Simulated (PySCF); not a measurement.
# LiBO₂, a cluster of ions: interaction energy

Programs: PySCF 2.14.0. All values are calculated, for the isolated system unless a continuum is named. Atoms count from 0, parts from 1.

## 1. Starting point

4 atoms, charge 0, multiplicity 1; geometry: GFN2-xTB. Parts: 1 = atom 0, `[Li+]`, charge 1; 2 = atoms 1–3, `O=B[O-]`, charge -1.

## 2. Geometry optimisation at PBE0-D3(BJ)/def2-SVPD

What the job is given:

```
{"job": {"xc": "PBE0", "basis": "def2-SVPD", "d3": "d3bj", "grid": 2, "kind": "geom"}, "charge": 0, "multiplicity": 1, "parts": [{"atoms": "0-0", "charge": 1, "multiplicity": 1}, {"atoms": "1-3", "charge": -1, "multiplicity": 1}]}
Li     0.157197    -0.059095    -0.422718
O      3.349118    -1.251303    -2.642763
B      2.399637    -0.896664    -1.982027
O      1.393898    -0.521011    -1.282217
```

Started as:

```
$ OMP_NUM_THREADS=1 python cluster_run.py task.json out
```

One launch serves the whole session: the jobs run in the order shown.

Q: Estimate the wall time and peak memory of this first job on 1 thread of Arm Neoverse N1, shared host.

About 12 s, with a peak of 0.37 GiB.
